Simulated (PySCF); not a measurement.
# C₆H₈O₂: vibronic structure

What do calculations give for the vibronic structure of C₆H₈O₂ (`CC1(C)C=C(C=O)O1`)?

Programs: PySCF 2.14.0, with routines of our own; each step states its level. All values are computed. Atoms count from 0.

## Step 1: The system as given

16 atoms, charge 0, multiplicity 1; geometry from: GFN2-xTB.

## Step 2: Vibronic structure: TDDFT BHandHLYP/6-31G*

The job: settings as JSON, then the geometry in Å.

```
{"job": {"kind": "vib", "xc": "BHandHLYP", "basis": "6-31G*", "tda": false}, "charge": 0, "multiplicity": 1}
C     -1.373721     1.188169    -0.526732
C     -0.545265     0.028128    -0.004901
C     -1.387435    -1.047041     0.657816
C      0.539908    -0.468225    -0.927664
C      1.435181    -0.000146    -0.032749
C      2.875233     0.075412     0.130826
O      3.680565    -0.347578    -0.660561
O      0.524682     0.491527     0.883557
H     -2.027059     0.840276    -1.322427
H     -1.975190     1.602768     0.278232
H     -0.721663     1.966487    -0.915056
H     -2.043167    -1.502385    -0.079617
H     -1.986871    -0.608039     1.451357
H     -0.744979    -1.812828     1.085421
H      0.565153    -0.968138    -1.870699
H      3.177031     0.570558     1.073219
```

Level: TDDFT BHandHLYP/6-31G* vertical-gradient vibronic structure (displaced harmonic oscillators, Condon), gas phase.

On the command line:

```bash
$ OMP_NUM_THREADS=1 python excited_run.py task.json out
```

This one command runs all jobs of the session in turn.

The log of the run:

```text
final grid: 61216 points
cycle   1  E = -383.4091322925  dE =  1.649e+00  |g| = 9.273e-01  |ddm| = 3.819e+00
cycle   2  E = -383.2209287936  dE =  1.882e-01  |g| = 1.392e+00  |ddm| = 1.890e+00
cycle   3  E = -383.5936614497  dE = -3.727e-01  |g| = 1.057e-01  |ddm| = 1.250e+00
cycle   4  E = -383.5955764690  dE = -1.915e-03  |g| = 7.037e-02  |ddm| = 1.446e-01
cycle   5  E = -383.5965210102  dE = -9.445e-04  |g| = 1.538e-02  |ddm| = 6.595e-02
cycle   6  E = -383.5965719210  dE = -5.091e-05  |g| = 5.975e-03  |ddm| = 1.775e-02
cycle   7  E = -383.5965807908  dE = -8.870e-06  |g| = 2.573e-03  |ddm| = 8.598e-03
cycle   8  E = -383.5965824708  dE = -1.680e-06  |g| = 8.029e-04  |ddm| = 3.656e-03
cycle   9  E = -383.5965826751  dE = -2.043e-07  |g| = 2.268e-04  |ddm| = 1.532e-03
cycle  10  E = -383.5965826875  dE = -1.232e-08  |g| = 8.310e-05  |ddm| = 3.337e-04
cycle  11  E = -383.5965826893  dE = -1.806e-09  |g| = 2.004e-05  |ddm| = 1.132e-04
cycle  12  E = -383.5965826894  dE = -1.324e-10  |g| = 8.093e-06  |ddm| = 3.260e-05
converged SCF energy = -383.5965826894

Singlet excitations (eV, f): 3.898 (0.0005)  4.921 (0.1755)  7.010 (0.0052)  7.487 (0.2772)  7.615 (0.0033)  8.208 (0.0005)

State S1  3.8979 eV  f = 0.00047  H-1->L 0.93
  relaxed dipole 0.839 D, largest gradient of the excitation energy 0.1079 Eh/bohr
  mode    cm-1        S   lambda/meV  Raman
   34   1740.7    1.0052     217.0   1.000
   33   1621.9    0.1974      39.7   0.171
   14    811.9    0.0813       8.2   0.018
    2    158.0    0.2602       5.1   0.002
   12    697.7    0.0522       4.5   0.008
   21   1075.4    0.0269       3.6   0.010
   26   1365.3    0.0186       3.1   0.011
   20   1048.1    0.0195       2.5   0.007
   25   1294.2    0.0137       2.2   0.008
    5    207.6    0.0674       1.7   0.001
   10    506.8    0.0103       0.6   0.001
  reorganisation energy 0.2904 eV, total S 1.771, 0-0 3.6075 eV
  absorption maximum 3.826 eV, width 0.464 eV

State S2  4.9207 eV  f = 0.17549  H->L 0.98
  relaxed dipole 6.467 D, largest gradient of the excitation energy 0.0818 Eh/bohr
  mode    cm-1        S   lambda/meV  Raman
   33   1621.9    1.1109     223.4   1.000
   12    697.7    0.7998      69.2   0.133
   34   1740.7    0.2200      47.5   0.228
   22   1129.4    0.2616      36.6   0.114
   20   1048.1    0.1389      18.1   0.052
   26   1365.3    0.1041      17.6   0.066
   14    811.9    0.1074      10.8   0.024
   15    892.8    0.0821       9.1   0.022
   18    976.2    0.0720       8.7   0.023
    9    382.6    0.1753       8.3   0.009
    7    307.7    0.0674       2.6   0.002
   25   1294.2    0.0127       2.0   0.007
  reorganisation energy 0.4584 eV, total S 3.179, 0-0 4.4623 eV
  absorption maximum 4.868 eV, width 0.620 eV

State S4  7.4866 eV  f = 0.27725  H-2->L 0.95
  relaxed dipole 8.739 D, largest gradient of the excitation energy 0.1427 Eh/bohr
  mode    cm-1        S   lambda/meV  Raman
   24   1234.6    2.1464     328.5   1.000
   34   1740.7    0.7170     154.7   0.664
   33   1621.9    0.5834     117.3   0.469
   22   1129.4    0.7777     108.9   0.303
   18    976.2    0.7512      90.9   0.219
   25   1294.2    0.4428      71.1   0.227
   15    892.8    0.5500      60.9   0.134
   28   1400.4    0.2726      47.3   0.163
    7    307.7    1.0682      40.8   0.031
   14    811.9    0.3728      37.5   0.075
   26   1365.3    0.1313      22.2   0.075
    9    382.6    0.1841       8.7   0.008
  reorganisation energy 1.1179 eV, total S 8.429, 0-0 6.3688 eV
  absorption maximum 7.427 eV, width 0.988 eV

State T1  2.5948 eV  f = 0.00000  H->L 0.92
  relaxed dipole 5.305 D, largest gradient of the excitation energy 0.1448 Eh/bohr
  mode    cm-1        S   lambda/meV  Raman
   33   1621.9    3.1908     641.7   1.000
   34   1740.7    0.2072      44.7   0.075
   20   1048.1    0.2648      34.4   0.035
   12    697.7    0.3012      26.1   0.017
   22   1129.4    0.0873      12.2   0.013
   26   1365.3    0.0373       6.3   0.008
   25   1294.2    0.0391       6.3   0.008
   24   1234.6    0.0389       6.0   0.007
   14    811.9    0.0558       5.6   0.004
   15    892.8    0.0426       4.7   0.004
    9    382.6    0.0812       3.9   0.001
   42   3200.4    0.0093       3.7   0.011
  reorganisation energy 0.8035 eV, total S 4.557, 0-0 1.7913 eV
  absorption maximum 2.398 eV, width 0.832 eV
```

Run time: 22 s. Hardware: 1 thread of Intel Xeon 6975P-C, shared host.

## Step 3: Vibronic structure: TDDFT HSE06/pcseg-0

The job, as its differences from that of step 2:

```diff
@@ -1,2 +1,2 @@
-{"job": {"kind": "vib", "xc": "BHandHLYP", "basis": "6-31G*", "tda": false}, "charge": 0, "multiplicity": 1}
+{"job": {"kind": "vib", "xc": "HSE06", "basis": "pcseg-0", "tda": false, "fwhm_ev": 0.15, "nbright": 3}, "charge": 0, "multiplicity": 1}
 C     -1.373721     1.188169    -0.526732
```

Method: TDDFT HSE06/pcseg-0 vertical-gradient vibronic structure (displaced harmonic oscillators, Condon), gas phase.

The log of the run:

```text
final grid: 61216 points
cycle   1  E = -382.2270815517  dE =  1.345e+00  |g| = 8.353e-01  |ddm| = 4.288e+00
cycle   2  E = -381.6728123764  dE =  5.543e-01  |g| = 1.850e+00  |ddm| = 3.113e+00
cycle   3  E = -382.3718225261  dE = -6.990e-01  |g| = 1.705e-01  |ddm| = 2.321e+00
cycle   4  E = -382.3771387630  dE = -5.316e-03  |g| = 9.148e-02  |ddm| = 2.656e-01
cycle   5  E = -382.3788771226  dE = -1.738e-03  |g| = 3.377e-02  |ddm| = 1.280e-01
cycle   6  E = -382.3791522735  dE = -2.752e-04  |g| = 1.079e-02  |ddm| = 4.766e-02
cycle   7  E = -382.3791764617  dE = -2.419e-05  |g| = 3.362e-03  |ddm| = 1.298e-02
cycle   8  E = -382.3791786708  dE = -2.209e-06  |g| = 6.646e-04  |ddm| = 4.058e-03
cycle   9  E = -382.3791794029  dE = -7.321e-07  |g| = 1.226e-04  |ddm| = 1.058e-03
cycle  10  E = -382.3791797245  dE = -3.215e-07  |g| = 5.011e-05  |ddm| = 2.628e-04
cycle  11  E = -382.3791797251  dE = -6.373e-10  |g| = 7.420e-06  |ddm| = 7.118e-05
converged SCF energy = -382.3791797251

Singlet excitations (eV, f): 3.482 (0.0005)  4.511 (0.0964)  6.167 (0.0025)  6.756 (0.2912)  7.042 (0.0075)  7.669 (0.0001)

State S1  3.4822 eV  f = 0.00048  H-1->L 0.98
  relaxed dipole 0.904 D, largest gradient of the excitation energy 0.1124 Eh/bohr
  mode    cm-1        S   lambda/meV  Raman
   34   1740.7    0.8563     184.8   1.000
   33   1621.9    0.3260      65.6   0.331
   14    811.9    0.1336      13.5   0.034
   12    697.7    0.1337      11.6   0.025
   26   1365.3    0.0508       8.6   0.037
   20   1048.1    0.0537       7.0   0.023
    2    158.0    0.3301       6.5   0.003
   21   1075.4    0.0463       6.2   0.021
   25   1294.2    0.0186       3.0   0.012
    5    207.6    0.0885       2.3   0.001
   18    976.2    0.0141       1.7   0.005
    9    382.6    0.0289       1.4   0.002
  reorganisation energy 0.3130 eV, total S 2.090, 0-0 3.1692 eV
  absorption maximum 3.395 eV, width 0.558 eV

State S2  4.5106 eV  f = 0.09641  H->L 0.96
  relaxed dipole 7.409 D, largest gradient of the excitation energy 0.0644 Eh/bohr
  mode    cm-1        S   lambda/meV  Raman
   12    697.7    0.9239      79.9   0.487
   33   1621.9    0.3512      70.6   1.000
   34   1740.7    0.2689      58.0   0.882
   22   1129.4    0.1918      26.9   0.265
   14    811.9    0.1997      20.1   0.143
   18    976.2    0.1235      14.9   0.127
    7    307.7    0.2862      10.9   0.029
   24   1234.6    0.0585       8.9   0.096
   10    506.8    0.1107       7.0   0.031
   20   1048.1    0.0503       6.5   0.060
   15    892.8    0.0444       4.9   0.038
    9    382.6    0.0941       4.5   0.015
  reorganisation energy 0.3215 eV, total S 2.778, 0-0 4.1892 eV
  absorption maximum 4.441 eV, width 0.528 eV

State S4  6.7564 eV  f = 0.29116  H-3->L 0.94
  relaxed dipole 9.443 D, largest gradient of the excitation energy 0.1016 Eh/bohr
  mode    cm-1        S   lambda/meV  Raman
   24   1234.6    1.3540     207.2   1.000
   22   1129.4    0.9757     136.6   0.603
   25   1294.2    0.6116      98.1   0.496
   34   1740.7    0.4458      96.2   0.655
    7    307.7    2.0342      77.6   0.093
   33   1621.9    0.2768      55.7   0.353
   28   1400.4    0.3113      54.1   0.296
   15    892.8    0.4366      48.3   0.169
   14    811.9    0.3939      39.7   0.126
   18    976.2    0.2763      33.4   0.128
   30   1474.3    0.0842      15.4   0.089
    9    382.6    0.2254      10.7   0.016
  reorganisation energy 0.9005 eV, total S 7.715, 0-0 5.8559 eV
  absorption maximum 6.699 eV, width 0.874 eV

State T1  2.6133 eV  f = 0.00000  H->L 0.95
  relaxed dipole 6.002 D, largest gradient of the excitation energy 0.1189 Eh/bohr
  mode    cm-1        S   lambda/meV  Raman
   33   1621.9    2.0181     405.8   1.000
   34   1740.7    0.1901      41.0   0.109
   12    697.7    0.4032      34.9   0.037
   20   1048.1    0.2023      26.3   0.042
   22   1129.4    0.1244      17.4   0.030
   15    892.8    0.0570       6.3   0.009
   14    811.9    0.0540       5.4   0.007
   26   1365.3    0.0292       4.9   0.010
    7    307.7    0.0955       3.6   0.002
   18    976.2    0.0270       3.3   0.005
    9    382.6    0.0612       2.9   0.002
   42   3200.4    0.0055       2.2   0.011
  reorganisation energy 0.5597 eV, total S 3.367, 0-0 2.0536 eV
  absorption maximum 2.482 eV, width 0.780 eV
```

Run time: 19 s. Hardware: 1 thread of Intel Xeon 6975P-C, shared host.

## Step 4: Results

| quantity | value |
| --- | --- |
| S1: vertical, reorganisation, 0-0, total S (step 2, TDDFT BHandHLYP/6-31G*, modes from GFN2-xTB) | 3.90, 0.29, 3.61 eV; 1.8 |
| S2: vertical, reorganisation, 0-0, total S (step 2, TDDFT BHandHLYP/6-31G*, modes from GFN2-xTB) | 4.92, 0.46, 4.46 eV; 3.2 |
| S4: vertical, reorganisation, 0-0, total S (step 2, TDDFT BHandHLYP/6-31G*, modes from GFN2-xTB) | 7.49, 1.12, 6.37 eV; 8.4 |
| S1: vertical, reorganisation, 0-0, total S (step 3, TDDFT HSE06/pcseg-0, modes from GFN2-xTB) | 3.48, 0.31, 3.17 eV; 2.1 |
| S2: vertical, reorganisation, 0-0, total S (step 3, TDDFT HSE06/pcseg-0, modes from GFN2-xTB) | 4.51, 0.32, 4.19 eV; 2.8 |
| S4: vertical, reorganisation, 0-0, total S (step 3, TDDFT HSE06/pcseg-0, modes from GFN2-xTB) | 6.76, 0.90, 5.86 eV; 7.7 |

In words: The vibronic model keeps the ground-state modes (from xTB) and shifts them along the gradient alone, so it can miss much of the relaxation that a full optimisation finds.
